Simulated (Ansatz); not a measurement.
# GaH− (doublet): wave-function methods side by side at distance Ga1–H2 = 1.724 Å, aug-cc-pVDZ

How much of the correlation energy of GaH− (doublet) does each wave-function method recover here?

The runs use Ansatz 0.2.0, Gaussian basis; aug-cc-pVDZ, core rule «outside noble gas», up to 14 orbitals frozen.

Plan: UHF; CCSD(T) on ROHF; CCSD(T) on UHF; BCCD(T) on ROHF; CISD; CCSDT(Q) on ROHF; CCSDT(Q) on UHF; CASSCF and MRCISD+Q, 3 electrons in 3 orbitals; CASSCF and NEVPT2, 3 electrons in 3 orbitals; CASSCF and MRCISD+Q, 5 electrons in 5 orbitals; CASSCF and NEVPT2, 5 electrons in 5 orbitals; Full CI.

13 further runs of the same task are left out: 11 that didn't finish, 2 set aside as unsound or not needed.

**1. The geometry**

The geometry derives from a PBE0/def2-TZVPD stationary point (not a proven minimum). One bond is set to the value named and the two fragments are kept rigid. No spin-orbit coupling is included. The filled d shell of Ga may be among the frozen orbitals whatever the setting's name suggests; the logs give the count.

2 atoms, charge -1, spin multiplicity 2.

Atoms are counted from 1 here; the program's logs count them from 0.

Bond lengths: Ga1–H2 1.724 Å.

**2. UHF**

in.yaml reads:

```yaml
crystal:
  periodic: [false, false, false]
  atoms:
    - {symbol: Ga, position_ang: [0.000000, 0.000000, 0.000000]}
    - {symbol: H, position_ang: [0.000000, 0.000000, 1.724400]}
basis:
  gaussian: {orbitals: aug-cc-pVDZ}
total_charge: -1
magnetization: {spin_polarized: true, initial_magnetization: 1}
hamiltonian: {xc: hf}
output: {orbitals: {seedname: orbitals}}
```

Launch:

```console
ansatz run in.yaml --threads 1 --pin off --events-out ev --progress --plain --max-ram 2393MiB
```

The runs that follow: CCSD(T) on ROHF; CCSD(T) on UHF; BCCD(T) on ROHF; CISD; CCSDT(Q) on ROHF; CCSDT(Q) on UHF; CASSCF and MRCISD+Q, 3 electrons in 3 orbitals; CASSCF and NEVPT2, 3 electrons in 3 orbitals; CASSCF and MRCISD+Q, 5 electrons in 5 orbitals; CASSCF and NEVPT2, 5 electrons in 5 orbitals; Full CI.

**Question.** What will the summary of the whole plan be? Wanted: FCI below the RHF energy; RMP2 from FCI; UMP2 from FCI; RCCSD from FCI; RCCSD(T) from FCI; UCCSD(T) from FCI; RCCSDT(Q) from FCI; UCCSDT(Q) from FCI; NEVPT2 pair from FCI.

**Answer**, as computed:

| quantity | value |
| --- | --- |
| FCI below the RHF energy | -2.3626 eV |
| RMP2 from FCI | +63.1 kJ/mol |
| UMP2 from FCI | +63.4 kJ/mol |
| RCCSD from FCI | +7.8 kJ/mol |
| RCCSD(T) from FCI | +2.1 kJ/mol |
| UCCSD(T) from FCI | +2.0 kJ/mol |
| RCCSDT(Q) from FCI | 0.0 kJ/mol |
| UCCSDT(Q) from FCI | 0.0 kJ/mol |
| NEVPT2 pair from FCI | +61.9 kJ/mol |
| MRCISD+Q pair from FCI | -3.6 kJ/mol |
| NEVPT2 valence from FCI | +55.7 kJ/mol |
| levels within 1 kcal/mol (43 meV) | RCCSD(T), UCCSD(T), BCCD(T), RCCSDT, UCCSDT, RCCSDT(Q), UCCSDT(Q), MRCISD+Q pair, MRCISD+Q valence |
| T1 diagnostic | 0.029 |
| effectively unpaired electrons | 1.08 |

**Reading.** RCCSD(T) misses by +2.1 kJ/mol, 0.9 % of the correlation energy. MRCISD+Q pair, MRCISD+Q valence fall below full CI: the +Q correction isn't variational, and the cores differ from full CI's. One determinant dominates. Of the multireference levels listed MRCISD+Q valence comes nearest in total energy (-0.2 kJ/mol), which doesn't show that its space is the better one. These misses are within one basis, not against nature; the frozen cores of restricted and unrestricted runs differ, which can shift their rows.
